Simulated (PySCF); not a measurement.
# A diatomic session: SnH+

An exercise on one series of results from a longer session: the logs are not shown, and one member is left open.

Method: Sn x2c-SVPall, H x2c-SVPall, spin-free X2C with a Gaussian nucleus; program: PySCF 2.14.0.

Set-up of the first run:

Settings of the job:

```yaml
atoms: Sn, H
charge: 1
basis: Sn x2c-SVPall, H x2c-SVPall
Hamiltonian: spin-free X2C with a Gaussian nucleus
basis_functions: 41
electrons_treated: 50
masses_in_u: 119.9022, 1.0078
levels: PBE0, PBE, r²SCAN, BHandHLYP, r²SCANh, BP86, HF, MP2, SCS-MP2, CCSD, CCSD(T)
grid: 80 radial by 434 angular points
occupations: held fixed by the projection of orbital angular momentum
dissociation_limit: Sn+ + H, each in its ground configuration
starting_distance_in_angstrom: 1.770
values_of_2S_to_try: 0, 2
```

Started as:

```sh
> OMP_NUM_THREADS=1 python dia.py task.json out
```

Among the steps run: The job; PBE0 along the bond; Other states along the same grid; PBE (GGA); r²SCAN (meta-GGA); BHandHLYP; r²SCANh; BP86; RHF (mean field); Correlated methods on the Hartree–Fock reference.

One table of the session follows, with a row left open; its other results are not shown here.

Energy (eV) from each level's lowest point:

| R (Å) | RHF | RHF-MP2 | RHF-SCS-MP2 | RHF-CCSD | RHF-CCSD(T) |
| --- | --- | --- | --- | --- | --- |
| 1.520 | 0.478 | 0.457 | 0.467 | n/a | n/a |
| 1.591 | 0.202 | 0.192 | 0.199 | 0.211 | 0.214 |
| 1.662 | ? | ? | ? | ? | ? |
| 1.715 | 0.004 | 0.003 | 0.005 | 0.010 | 0.011 |
| 1.768 | 0.000 | 0.000 | 0.000 | 0.000 | 0.000 |
| 1.821 | 0.033 | 0.031 | 0.029 | 0.023 | 0.022 |
| 1.892 | 0.121 | 0.116 | 0.111 | 0.095 | 0.092 |
| 1.980 | 0.286 | 0.272 | 0.264 | 0.232 | 0.227 |
| 2.086 | 0.539 | 0.511 | 0.498 | 0.441 | 0.433 |
| 2.228 | 0.934 | 0.879 | 0.858 | n/a | n/a |

**Question.** Estimate the row for R (Å) = 1.662.

Worked estimate for «RHF». A straight line through the neighbours (1.591, 0.202) and (1.715, 0.004) gives 0.202 + (0.004 − 0.202) × (1.662 − 1.591) / (1.715 − 1.591) = 0.089; a parabola fitted to 4 rows on both sides gives 0.047.

The run gave: RHF: 0.052; RHF-MP2: 0.049; RHF-SCS-MP2: 0.053; RHF-CCSD: 0.062; RHF-CCSD(T): 0.063. In «RHF» the line misses by +0.037 and the parabola by -0.005.
